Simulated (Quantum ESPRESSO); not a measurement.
NbSi in Quantum ESPRESSO: the effect of target pressure

The system is NbSi.

```
CELL_PARAMETERS angstrom
0.00000 2.57383 2.57383
2.57383 0.00000 2.57383
2.57383 2.57383 0.00000
ATOMIC_POSITIONS crystal
Nb 0.00000 0.00000 0.00000
Si 0.50000 0.50000 0.50000
```

The cell was built by a generator and needn't be a form met in nature.

Alike in all runs:

```yaml
Program: Quantum ESPRESSO 7.5
Task: phonons
Functional: LDA
Potentials_or_basis: GBRV 1.5 LDA
Cutoff: 612 eV
Density_cutoff: 4898 eV
k_mesh: 9 × 9 × 9
Occupations: cold, width 0.2 eV
Spin: no spin polarisation
```

Each run relaxes the cell or the atoms first.

Task: One run gave: relaxed volume 16.53 Å³/atom; highest phonon frequency 374 cm⁻¹. Which target pressure did it use?
A. -3 GPa
B. 3 GPa
C. 15 GPa
D. 0 GPa
E. 8 GPa

Result: A.

```tsv
target pressure	relaxed volume (Å³/atom)	highest phonon frequency (cm⁻¹)
-3 GPa	16.53	374
0 GPa	16.22	386
3 GPa	15.95	397
8 GPa	15.53	414
15 GPa	15.02	435
```

Caveats: the cell is more than 3 GPa from zero pressure, which shifts response properties (some runs).
